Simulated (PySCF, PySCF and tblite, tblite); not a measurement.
# BGeH4O2−: a path driven as rotation about a bond, and NMR exchange

Aim: the barrier and rate of rotation about a bond in BGeH4O2− (`O[B](O)[GeH2-]`), and what it does to NMR lines.

Programs: PySCF 2.14.0 with density-fitted response routines of our own, and tblite 0.8.0. All values are computed, except where a source is named. Atoms count from 0 throughout.

## 1. The molecule as given

8 atoms, charge -1, multiplicity 1; geometry from: force field or distance geometry start.

Bonds of the start (Å): B1–Ge3 2.02, B1–O2 1.46, Ge3–H6 1.56, Ge3–H7 1.55, O0–B1 1.45, O0–H4 1.00, O2–H5 1.00.

## 2. GFN2-xTB relaxation, start minimum

The job: settings as JSON, then the geometry in Å.

```
{"job": {"xc": "GFN2-xTB", "basis": "xTB", "kind": "relax"}, "charge": -1, "multiplicity": 1}
O     -0.950600     1.399500    -0.042300
B     -0.522500     0.015700    -0.088500
O     -1.474200    -1.071200     0.112400
Ge     1.429300    -0.413200    -0.395600
H     -0.878400     1.663400     0.917400
H     -1.809000    -1.278500    -0.806800
H      1.979400    -1.208700     0.823900
H      2.235000     0.902400    -0.545000
```

Run with:

```console
> OMP_NUM_THREADS=1 python ens_run.py task.json out
```

The driver reads the study from task.json and runs its stages one after another.

The log of the run:

```text
step      E/eV     max force
  0    -367.57786    2.570
  1    -367.85790    1.980
  2    -368.07216    1.383
  3    -368.24792    0.933
  4    -368.28955    0.606
  5    -368.32752    0.556
  6    -368.35895    0.790
  7    -368.40861    0.883
  8    -368.43908    0.515
  9    -368.45829    0.498
 10    -368.48958    0.589
 11    -368.54206    1.543
 12    -368.60368    2.082
 13    -368.68571    2.236
 14    -368.86255    1.341
 15    -368.88723    0.582
 16    -368.93905    0.594
 17    -368.97657    1.350
 18    -369.00909    0.598
 19    -369.04966    0.737
 20    -369.13234    1.102
 21    -369.17884    0.967
 22    -369.22394    0.506
 23    -369.23969    0.751
 24    -369.24884    0.325
 25    -369.25622    0.282
 26    -369.26809    0.242
 27    -369.27458    0.232
 28    -369.28635    0.301
 29    -369.29499    0.336
 30    -369.30743    0.357
 31    -369.32081    0.328
 32    -369.33166    0.346
 33    -369.33790    0.323
 34    -369.33932    0.306
 35    -369.35023    0.267
 36    -369.35992    0.384
 37    -369.36824    0.234
 38    -369.36989    0.117
 39    -369.37099    0.098
 40    -369.37226    0.159
 41    -369.37361    0.142
 42    -369.37445    0.103
 43    -369.37493    0.087
 44    -369.37540    0.130
 45    -369.37609    0.176
 46    -369.37680    0.147
 47    -369.37727    0.073
 48    -369.37759    0.058
 49    -369.37798    0.094
 50    -369.37869    0.184
 51    -369.37979    0.245
 52    -369.38102    0.241
 53    -369.38205    0.158
 54    -369.38291    0.112
 55    -369.38402    0.116
 56    -369.38578    0.165
 57    -369.38746    0.180
 58    -369.38834    0.100
 59    -369.38867    0.047
 60    -369.38887    0.046
 61    -369.38913    0.060
 62    -369.38944    0.055
 63    -369.38965    0.028
 64    -369.38977    0.031
 65    -369.38988    0.034
 66    -369.39003    0.038
 67    -369.39018    0.025
 68    -369.39027    0.016
 69    -369.39031    0.016
 70    -369.39032    0.015
 71    -369.39034    0.011
 72    -369.39038    0.018
 73    -369.39044    0.032
 74    -369.39053    0.036
 75    -369.39058    0.023
 76    -369.39060    0.008
 77    -369.39061    0.006
 78    -369.39061    0.009
 79    -369.39062    0.011
 80    -369.39062    0.011
 81    -369.39063    0.009
 82    -369.39063    0.004
 83    -369.39063    0.001
```

It took 1.1 s on 1 thread of Intel Xeon at 2.50GHz, shared host.

The energy fell by 1.813 eV, and the atoms moved 0.63 Å (root mean square).

## 3. Relaxed scan, rotation

The job: settings as JSON, then the geometry in Å.

```
{"job": {"xc": "GFN2-xTB", "basis": "xTB", "coordinate": [["t", [0, 1, 2, 5], 0.5], ["t", [3, 1, 2, 5], 0.5]], "kind": "drive"}, "charge": -1, "multiplicity": 1}
O     -0.921418     0.918874     0.303777
B     -0.435279    -0.261128    -0.232380
O     -1.428106    -1.189031    -0.511525
Ge     1.625789    -0.514517    -0.629843
H     -0.156025     1.484935     0.440405
H     -2.290502    -0.855815    -0.243138
H      1.829202    -0.938715     0.996997
H      1.785396     1.364809    -0.148858
```

The log of the run:

```text
point  coordinate     E/eV
  0    103.300     -369.36611
  1    118.000     -369.29651
  2    132.700     -369.19173
  3    147.700     -369.06908
  4    162.900     -368.95599
  5    178.400     -368.88625
  6    194.000     -368.88098
  7    209.300     -368.92924
  8    224.400     -369.00277
  9    239.300     -369.07468
 10    254.200     -369.13456
 11    268.900     -369.16291
```

It took 4.3 s on 1 thread of Intel Xeon at 2.50GHz, shared host.

The highest point is number 6, 11.2 kcal/mol above the first.

## 4. Nudged elastic band, leg 1

The job, as its differences from that of step 3:

```diff
@@ -1,2 +1,2 @@
-{"job": {"xc": "GFN2-xTB", "basis": "xTB", "coordinate": [["t", [0, 1, 2, 5], 0.5], ["t", [3, 1, 2, 5], 0.5]], "kind": "drive"}, "charge": -1, "multiplicity": 1}
+{"job": {"xc": "GFN2-xTB", "basis": "xTB", "kind": "neb"}, "charge": -1, "multiplicity": 1}
 O     -0.921418     0.918874     0.303777
```

The log of the run:

```text
image   E - E0 / eV
  0       0.0000
  1       0.0764
  2       0.3384
  3       0.5145
  4       0.3558
  5       0.2361
  6       0.2228
```

Run time: 4 s. Hardware: 1 thread of Intel Xeon at 2.50GHz, shared host; peak memory 0.18 GiB.

The highest point is number 3, 11.9 kcal/mol above the first.

## 5. Saddle search, leg 1

The job: settings as JSON, then the geometry in Å.

```
{"job": {"xc": "GFN2-xTB", "basis": "xTB", "kind": "saddle"}, "charge": -1, "multiplicity": 1}
O     -0.870524     1.033624     0.496451
B     -0.529212    -0.200206     0.018928
O     -1.656958    -1.097201    -0.045452
Ge     1.447308    -0.543842    -0.668193
H     -0.056095     1.550074     0.508593
H     -1.988579    -1.120683    -0.937671
H      1.924342    -0.956273     0.877641
H      1.729718     1.334507    -0.250299
```

The log of the run:

```text
step      E/eV     max force
  0    -368.87609   0.0543
  1    -368.87563   0.1249
  2    -368.87576   0.0070
  3    -368.87581   0.0086
  4    -368.87581   0.0020
lowest wavenumbers (cm-1): -526.5 121.2 202.4 255.5 267.3 489.5
```

It took 1.7 s on 1 thread of Intel Xeon at 2.50GHz, shared host; peak memory 0.18 GiB.

Point group C1; 1 imaginary mode, 526i cm⁻¹, carried by H5. Steps downhill from it reached both ends.

## 6. Shieldings, start: PBE0/pcSseg-1

The job: settings as JSON, then the geometry in Å.

```
{"job": {"kind": "nmr", "xc": "PBE0", "basis": "pcSseg-1", "pop": false}, "charge": -1, "multiplicity": 1}
O     -0.921418     0.918874     0.303777
B     -0.435279    -0.261128    -0.232380
O     -1.428106    -1.189031    -0.511525
Ge     1.625789    -0.514517    -0.629843
H     -0.156025     1.484935     0.440405
H     -2.290502    -0.855815    -0.243138
H      1.829202    -0.938715     0.996997
H      1.785396     1.364809    -0.148858
```

The log of the run:

```text
coarse grid: 32848 points
cycle   1  E = -2253.9485969998  dE = -4.847e-01  |g| = 1.135e+00  |ddm| = 2.552e+00
cycle   2  E = -2253.8196142282  dE =  1.290e-01  |g| = 1.374e+00  |ddm| = 1.630e+00
cycle   3  E = -2254.1062183292  dE = -2.866e-01  |g| = 1.676e-01  |ddm| = 1.047e+00
cycle   4  E = -2254.1113157476  dE = -5.097e-03  |g| = 3.728e-02  |ddm| = 1.528e-01
cycle   5  E = -2254.1114631971  dE = -1.474e-04  |g| = 1.236e-02  |ddm| = 3.342e-02
cycle   6  E = -2254.1114924483  dE = -2.925e-05  |g| = 3.231e-03  |ddm| = 1.365e-02
cycle   7  E = -2254.1114940162  dE = -1.568e-06  |g| = 9.242e-04  |ddm| = 2.802e-03
final grid: 68152 points
cycle   8  E = -2254.1114879003  dE =  6.834e-08  |g| = 1.327e-03  |ddm| = 2.397e-03
cycle   9  E = -2254.1114875293  dE =  3.710e-07  |g| = 2.039e-03  |ddm| = 2.961e-03
cycle  10  E = -2254.1114882211  dE = -6.918e-07  |g| = 1.574e-04  |ddm| = 1.490e-03
cycle  11  E = -2254.1114882269  dE = -5.737e-09  |g| = 2.245e-05  |ddm| = 1.779e-04
cycle  12  E = -2254.1114882270  dE = -1.119e-10  |g| = 2.420e-06  |ddm| = 2.654e-05
converged SCF energy = -2254.1114882270

GIAO shielding tensors (ppm)
atom      isotropic    diamagn.    paramagn.     s11        s22        s33       span
  0 O      120.517     394.822    -274.305      9.214    105.878    246.459    237.244
  1 B       55.399     193.523    -138.124      4.322     72.348     89.528     85.205
  2 O      208.607     385.657    -177.050    107.862    251.751    266.207    158.346
  3 Ge    1687.234    2757.396   -1070.162   1309.381   1740.128   2012.192    702.810
  4 H       26.577      33.773      -7.196     18.779     27.790     33.164     14.385
  5 H       28.582      31.516      -2.933     23.305     24.451     37.991     14.686
  6 H       27.662      28.742      -1.080     23.896     25.252     33.838      9.942
  7 H       28.358      28.085       0.273     24.264     27.078     33.733      9.469
```

It took 20 s on 1 thread of Intel Xeon at 2.50GHz, shared host; peak memory 0.54 GiB.

Key values: HOMO -0.54 eV, LUMO 4.90 eV.

## 7. Shieldings, saddle of leg 1: PBE0/pcSseg-1

The job: settings as JSON, then the geometry in Å.

```
{"job": {"kind": "nmr", "xc": "PBE0", "basis": "pcSseg-1", "pop": false}, "charge": -1, "multiplicity": 1}
O     -0.865248     1.014938     0.514828
B     -0.521304    -0.208102     0.012835
O     -1.639296    -1.115921    -0.064094
Ge     1.456079    -0.556664    -0.662641
H     -0.053355     1.534112     0.536909
H     -2.008954    -1.083448    -0.941304
H      1.901106    -0.919482     0.905764
H      1.730972     1.334567    -0.302297
```

The log of the run:

```text
coarse grid: 32848 points
cycle   1  E = -2253.9233947850  dE = -4.888e-01  |g| = 1.159e+00  |ddm| = 2.516e+00
cycle   2  E = -2253.7433039687  dE =  1.801e-01  |g| = 1.482e+00  |ddm| = 1.948e+00
cycle   3  E = -2254.0889832068  dE = -3.457e-01  |g| = 1.900e-01  |ddm| = 1.393e+00
cycle   4  E = -2254.0956269827  dE = -6.644e-03  |g| = 4.631e-02  |ddm| = 1.774e-01
cycle   5  E = -2254.0958469819  dE = -2.200e-04  |g| = 2.070e-02  |ddm| = 4.173e-02
cycle   6  E = -2254.0959261389  dE = -7.916e-05  |g| = 3.485e-03  |ddm| = 1.845e-02
cycle   7  E = -2254.0959277724  dE = -1.634e-06  |g| = 9.889e-04  |ddm| = 4.124e-03
final grid: 68152 points
cycle   8  E = -2254.0959823816  dE = -2.417e-08  |g| = 1.305e-03  |ddm| = 3.881e-03
cycle   9  E = -2254.0959822224  dE =  1.592e-07  |g| = 1.770e-03  |ddm| = 3.014e-03
cycle  10  E = -2254.0959826661  dE = -4.437e-07  |g| = 1.325e-04  |ddm| = 1.552e-03
cycle  11  E = -2254.0959826701  dE = -4.021e-09  |g| = 3.649e-05  |ddm| = 1.513e-04
cycle  12  E = -2254.0959826704  dE = -2.592e-10  |g| = 2.479e-06  |ddm| = 3.606e-05
converged SCF energy = -2254.0959826704

GIAO shielding tensors (ppm)
atom      isotropic    diamagn.    paramagn.     s11        s22        s33       span
  0 O       67.471     392.605    -325.133   -105.050    100.563    206.901    311.951
  1 B       44.141     189.802    -145.661    -20.317     69.578     83.163    103.480
  2 O      239.514     388.470    -148.957    123.000    280.612    314.929    191.929
  3 Ge    1683.079    2759.130   -1076.052   1279.622   1735.522   2034.091    754.468
  4 H       25.340      33.052      -7.712     18.339     27.937     29.743     11.404
  5 H       31.975      32.154      -0.179     25.046     27.683     43.196     18.149
  6 H       27.638      29.239      -1.601     23.762     25.349     33.802     10.040
  7 H       28.326      28.566      -0.240     24.053     27.120     33.804      9.751
```

It took 26 s on 1 thread of Intel Xeon at 2.50GHz, shared host; peak memory 0.55 GiB.

In short: HOMO -0.58 eV, LUMO 4.74 eV.

## 8. Shieldings, end: PBE0/pcSseg-1

The job: settings as JSON, then the geometry in Å.

```
{"job": {"kind": "nmr", "xc": "PBE0", "basis": "pcSseg-1", "pop": false}, "charge": -1, "multiplicity": 1}
O     -0.906811     1.204348     0.521118
B     -0.603654     0.005732    -0.084412
O     -1.733206    -0.822202    -0.188967
Ge     1.332557    -0.374111    -0.850807
H     -0.076939     1.686655     0.581503
H     -1.503989    -1.669420    -0.566112
H      1.672040    -1.272648     0.548416
H      1.853204     1.271466     0.005797
```

The log of the run:

```text
coarse grid: 32848 points
cycle   1  E = -2253.9443965362  dE = -4.877e-01  |g| = 1.148e+00  |ddm| = 2.515e+00
cycle   2  E = -2253.7691298297  dE =  1.753e-01  |g| = 1.466e+00  |ddm| = 1.760e+00
cycle   3  E = -2254.1065895765  dE = -3.375e-01  |g| = 1.860e-01  |ddm| = 1.219e+00
cycle   4  E = -2254.1130083079  dE = -6.419e-03  |g| = 3.930e-02  |ddm| = 1.659e-01
cycle   5  E = -2254.1131603075  dE = -1.520e-04  |g| = 1.252e-02  |ddm| = 3.272e-02
cycle   6  E = -2254.1131907414  dE = -3.043e-05  |g| = 3.112e-03  |ddm| = 1.679e-02
cycle   7  E = -2254.1131922595  dE = -1.518e-06  |g| = 1.150e-03  |ddm| = 2.621e-03
final grid: 68152 points
cycle   8  E = -2254.1131987567  dE =  1.915e-07  |g| = 1.695e-03  |ddm| = 2.564e-03
cycle   9  E = -2254.1131981380  dE =  6.187e-07  |g| = 2.597e-03  |ddm| = 3.240e-03
cycle  10  E = -2254.1131992593  dE = -1.121e-06  |g| = 1.708e-04  |ddm| = 1.752e-03
cycle  11  E = -2254.1131992657  dE = -6.386e-09  |g| = 2.041e-05  |ddm| = 1.819e-04
cycle  12  E = -2254.1131992658  dE = -1.037e-10  |g| = 2.396e-06  |ddm| = 2.642e-05
converged SCF energy = -2254.1131992658

GIAO shielding tensors (ppm)
atom      isotropic    diamagn.    paramagn.     s11        s22        s33       span
  0 O      119.337     390.799    -271.462    -21.403    132.441    246.973    268.377
  1 B       52.389     189.595    -137.206     -0.589     69.683     88.072     88.661
  2 O      181.068     387.850    -206.782     20.201    258.037    264.964    244.763
  3 Ge    1684.201    2759.958   -1075.756   1311.903   1710.090   2030.611    718.708
  4 H       26.538      33.072      -6.534     18.999     28.407     32.207     13.208
  5 H       28.317      32.660      -4.343     22.495     27.427     35.031     12.537
  6 H       27.659      29.579      -1.920     23.535     25.650     33.792     10.258
  7 H       28.310      28.747      -0.437     23.864     27.043     34.024     10.161
```

Wall time 50 s (1 thread of Intel Xeon at 2.50GHz, shared host); peak memory 0.55 GiB.

Key values: HOMO -0.61 eV, LUMO 4.57 eV.

## 9. Barriers, rates and exchange

The job: settings as JSON, then the geometry in Å.

```
{"job": {"smiles": "O[B](O)[GeH2-]", "charge": -1, "mult": 1, "motion": "rotation", "what": "boronate", "atoms": [1, 2], "drives": [{"terms": [["t", [0, 1, 2, 5], 0.5], ["t", [3, 1, 2, 5], 0.5]], "by": 180, "n": 12}], "study": "path", "level": {"kind": "nmr", "xc": "PBE0", "basis": "pcSseg-1"}, "fields": [60, 400, 900], "first": 5, "seed": 352, "kind": "path"}, "charge": -1, "multiplicity": 1}
O     -0.921418     0.918874     0.303777
B     -0.435279    -0.261128    -0.232380
O     -1.428106    -1.189031    -0.511525
Ge     1.625789    -0.514517    -0.629843
H     -0.156025     1.484935     0.440405
H     -2.290502    -0.855815    -0.243138
H      1.829202    -0.938715     0.996997
H      1.785396     1.364809    -0.148858
```

The log of the run:

```text
stationary points (kcal/mol above the start)
  n  kind          group   xTB      DFT    lowest mode
  0  minimum      C1       0.00     0.00     128.1
  1  saddle       C1      11.87     9.72    -526.5
  2  minimum      C1       5.14    -1.10     102.8

GFN2-xTB energies: T/K, barrier G, reaction G (kcal/mol), k forward, k back (1/s)
 150.00    11.09     5.03    0.00022    4.6e+03
 200.00    11.09     5.02       3.13   9.52e+05
 250.00    11.11     5.01   1.01e+03   2.41e+07
 298.15    11.13     4.99   4.31e+04   1.97e+08
 350.00    11.16     4.98   7.82e+05      1e+09
 400.00    11.20     4.96   6.34e+06   3.25e+09
 500.00    11.30     4.92    1.2e+08    1.7e+10

PBE0/pcSseg-1 + D3(BJ) energies: T/K, barrier G, reaction G (kcal/mol), k forward, k back (1/s)
 150.00     8.93    -1.21      0.304    0.00523
 200.00     8.94    -1.22        712       33.1
 250.00     8.95    -1.23   7.76e+04   6.53e+03
 298.15     8.97    -1.24   1.64e+06   2.01e+05
 350.00     9.01    -1.26   1.74e+07   2.84e+06
 400.00     9.04    -1.28   9.55e+07   1.92e+07
 500.00     9.14    -1.31   1.05e+09    2.8e+08
```

Run time: 2 min. Hardware: 1 thread of Intel Xeon at 2.50GHz, shared host; peak memory 0.55 GiB. This counts the whole study up to here.

Barriers by level (kcal/mol; entropies in cal/(mol K)). Zero-point and thermal terms come from xTB in every row. ΔG‡ leaves symmetry out; the rate counts one path; effective ΔG‡, where given, is the barrier that would give that rate by Eyring's equation alone:

```csv
level,ΔE‡,with zero-point,ΔH‡,ΔS‡,ΔG‡ (298 K),ΔE of reaction,k at 298 K (1/s),effective ΔG‡
GFN2-xTB,11.87,11.09,10.99,-0.5,11.13,5.14,4.3e+04,11.13
PBE0/pcSseg-1 + D3(BJ),9.72,8.93,8.83,-0.5,8.97,-1.10,1.6e+06,8.97
```

Sites that the driver pairs across this motion, and where their lines would merge (no couplings; faster rotations or exchange between molecules can average them sooner):

```csv
nucleus,sites: shielding (ppm),proton frequency (MHz),spread (Hz),coalescence (K),lines at 298 K
17O,O2: 208.6; O2 (end): 181.1,900,3361,not given,–
11B,B1: 55.4; B1 (end): 52.4,900,869,not given,–
1H,H5: 28.58; H5 (end): 28.32,900,238,not given,–
17O,O0: 120.5; O0 (end): 119.3,900,144,not given,–
1H,H7: 28.36; H7 (end): 28.31,900,43,not given,–
1H,H4: 26.58; H4 (end): 26.54,900,36,not given,–
```

A dash: the driver gave no coalescence for this row (it judged the minor form too scarce).

Rows that set an atom against itself at the end compare its shielding in the two forms.

Lines of quadrupolar nuclei are broad, so their coalescence could hardly be seen.

## 10. Shieldings, start: PBE0/pcSseg-1

The job: settings as JSON, then the geometry in Å.

```
{"job": {"kind": "nmr", "xc": "PBE0", "basis": "pcSseg-1", "d3": false, "pop": false}, "charge": -1, "multiplicity": 1}
O     -0.921418     0.918874     0.303777
B     -0.435279    -0.261128    -0.232380
O     -1.428106    -1.189031    -0.511525
Ge     1.625789    -0.514517    -0.629843
H     -0.156025     1.484935     0.440405
H     -2.290502    -0.855815    -0.243138
H      1.829202    -0.938715     0.996997
H      1.785396     1.364809    -0.148858
```

The log of the run:

```text
coarse grid: 32848 points
cycle   1  E = -2253.9485969998  dE = -4.847e-01  |g| = 1.135e+00  |ddm| = 2.552e+00
cycle   2  E = -2253.8196142282  dE =  1.290e-01  |g| = 1.374e+00  |ddm| = 1.630e+00
cycle   3  E = -2254.1062183292  dE = -2.866e-01  |g| = 1.676e-01  |ddm| = 1.047e+00
cycle   4  E = -2254.1113157476  dE = -5.097e-03  |g| = 3.728e-02  |ddm| = 1.528e-01
cycle   5  E = -2254.1114631971  dE = -1.474e-04  |g| = 1.236e-02  |ddm| = 3.342e-02
cycle   6  E = -2254.1114924483  dE = -2.925e-05  |g| = 3.231e-03  |ddm| = 1.365e-02
cycle   7  E = -2254.1114940162  dE = -1.568e-06  |g| = 9.242e-04  |ddm| = 2.802e-03
final grid: 68152 points
cycle   8  E = -2254.1114879003  dE =  6.834e-08  |g| = 1.327e-03  |ddm| = 2.397e-03
cycle   9  E = -2254.1114875293  dE =  3.710e-07  |g| = 2.039e-03  |ddm| = 2.961e-03
cycle  10  E = -2254.1114882211  dE = -6.918e-07  |g| = 1.574e-04  |ddm| = 1.490e-03
cycle  11  E = -2254.1114882269  dE = -5.737e-09  |g| = 2.245e-05  |ddm| = 1.779e-04
cycle  12  E = -2254.1114882270  dE = -1.119e-10  |g| = 2.420e-06  |ddm| = 2.654e-05
converged SCF energy = -2254.1114882270

GIAO shielding tensors (ppm)
atom      isotropic    diamagn.    paramagn.     s11        s22        s33       span
  0 O      120.517     394.822    -274.305      9.214    105.878    246.459    237.244
  1 B       55.399     193.523    -138.124      4.322     72.348     89.528     85.205
  2 O      208.607     385.657    -177.050    107.862    251.751    266.207    158.346
  3 Ge    1687.234    2757.396   -1070.162   1309.381   1740.128   2012.192    702.810
  4 H       26.577      33.773      -7.196     18.779     27.790     33.164     14.385
  5 H       28.582      31.516      -2.933     23.305     24.451     37.991     14.686
  6 H       27.662      28.742      -1.080     23.896     25.252     33.838      9.942
  7 H       28.358      28.085       0.273     24.264     27.078     33.733      9.469
```

Run time: 38 s. Hardware: 1 thread of Intel Xeon at 2.50GHz, shared host; peak memory 0.55 GiB.

Key values: HOMO -0.54 eV, LUMO 4.90 eV.

## 11. Single-point energy, saddle of leg 1: PBE0/pcSseg-1

The job: settings as JSON, then the geometry in Å.

```
{"job": {"kind": "sp", "xc": "PBE0", "basis": "pcSseg-1", "d3": false, "pop": false}, "charge": -1, "multiplicity": 1}
O     -0.865248     1.014938     0.514828
B     -0.521304    -0.208102     0.012835
O     -1.639296    -1.115921    -0.064094
Ge     1.456079    -0.556664    -0.662641
H     -0.053355     1.534112     0.536909
H     -2.008954    -1.083448    -0.941304
H      1.901106    -0.919482     0.905764
H      1.730972     1.334567    -0.302297
```

The log of the run:

```text
coarse grid: 32848 points
cycle   1  E = -2253.9233947850  dE = -4.888e-01  |g| = 1.159e+00  |ddm| = 2.516e+00
cycle   2  E = -2253.7433039687  dE =  1.801e-01  |g| = 1.482e+00  |ddm| = 1.948e+00
cycle   3  E = -2254.0889832068  dE = -3.457e-01  |g| = 1.900e-01  |ddm| = 1.393e+00
cycle   4  E = -2254.0956269827  dE = -6.644e-03  |g| = 4.631e-02  |ddm| = 1.774e-01
cycle   5  E = -2254.0958469819  dE = -2.200e-04  |g| = 2.070e-02  |ddm| = 4.173e-02
cycle   6  E = -2254.0959261389  dE = -7.916e-05  |g| = 3.485e-03  |ddm| = 1.845e-02
cycle   7  E = -2254.0959277724  dE = -1.634e-06  |g| = 9.889e-04  |ddm| = 4.124e-03
final grid: 68152 points
cycle   8  E = -2254.0959823816  dE = -2.417e-08  |g| = 1.305e-03  |ddm| = 3.881e-03
cycle   9  E = -2254.0959822224  dE =  1.592e-07  |g| = 1.770e-03  |ddm| = 3.014e-03
cycle  10  E = -2254.0959826661  dE = -4.437e-07  |g| = 1.325e-04  |ddm| = 1.552e-03
cycle  11  E = -2254.0959826701  dE = -4.021e-09  |g| = 3.649e-05  |ddm| = 1.513e-04
cycle  12  E = -2254.0959826704  dE = -2.592e-10  |g| = 2.479e-06  |ddm| = 3.606e-05
converged SCF energy = -2254.0959826704
```

Run time: 21 s. Hardware: 1 thread of Intel Xeon at 2.50GHz, shared host; peak memory 0.5 GiB.

In short: HOMO -0.58 eV, LUMO 4.74 eV.

(Part 1 of 2 ends here.)
